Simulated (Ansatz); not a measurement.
# C3H5Al: the cost of one run

The runs use Ansatz 0.2.0, Gaussian basis; the settings change from run to run.

## 1. The relaxed structure

The structure was relaxed beforehand with PBE0-D4 in a triple-zeta def2 set.

SMILES `C#[C][AlH][CH3]`, 9 atoms, charge 0, spin multiplicity 1.

Atoms are counted from 1 here; the program's logs count them from 0.

Bond lengths: C1–C2 1.211 Å, C1–H5 1.067 Å, C2–Al3 1.913 Å, Al3–C4 1.944 Å, Al3–H6 1.583 Å, C4–H7 1.095 Å, C4–H8 1.095 Å, C4–H9 1.092 Å. Angles: C2–C1–H5 179.9°, C1–C2–Al3 179.8°, C2–Al3–C4 118.7°, C2–Al3–H6 117.5°, C4–Al3–H6 123.8°, Al3–C4–H7 110.4°, Al3–C4–H8 110.7°, Al3–C4–H9 113.1°, H7–C4–H8 106.2°, H7–C4–H9 107.9°, H8–C4–H9 108.2°.

## 2. CCSD/aug-cc-pVDZ

Options: 1 DIIS vectors.

Input file in.yaml:

```yaml
crystal:
  periodic: [false, false, false]
  atoms:
    - {symbol: C, position_ang: [1.587296, 0.633465, -2.160045]}
    - {symbol: C, position_ang: [1.029663, 0.616426, -1.084922]}
    - {symbol: Al, position_ang: [0.148190, 0.584591, 0.612052]}
    - {symbol: C, position_ang: [-1.118885, -0.842857, 0.978578]}
    - {symbol: H, position_ang: [2.079383, 0.650421, -3.106336]}
    - {symbol: H, position_ang: [0.497202, 1.737276, 1.639964]}
    - {symbol: H, position_ang: [-1.954611, -0.803145, 0.271686]}
    - {symbol: H, position_ang: [-0.649016, -1.822357, 0.842711]}
    - {symbol: H, position_ang: [-1.530821, -0.800122, 1.989112]}
basis:
  gaussian: {orbitals: aug-cc-pVDZ}
hamiltonian: {xc: {name: HF}}
correlation: {method: ccsd, diis_vectors: 1}
```

Started as:

```
> ansatz run in.yaml --threads 2 --pin off --events-out ev --progress --plain --max-ram 20480MiB --backend cpu
```

Q: Estimate wall time and peak memory on 2 threads of AMD EPYC 7R13, shared host.

About 9 s, with a peak of 0.94 GiB.
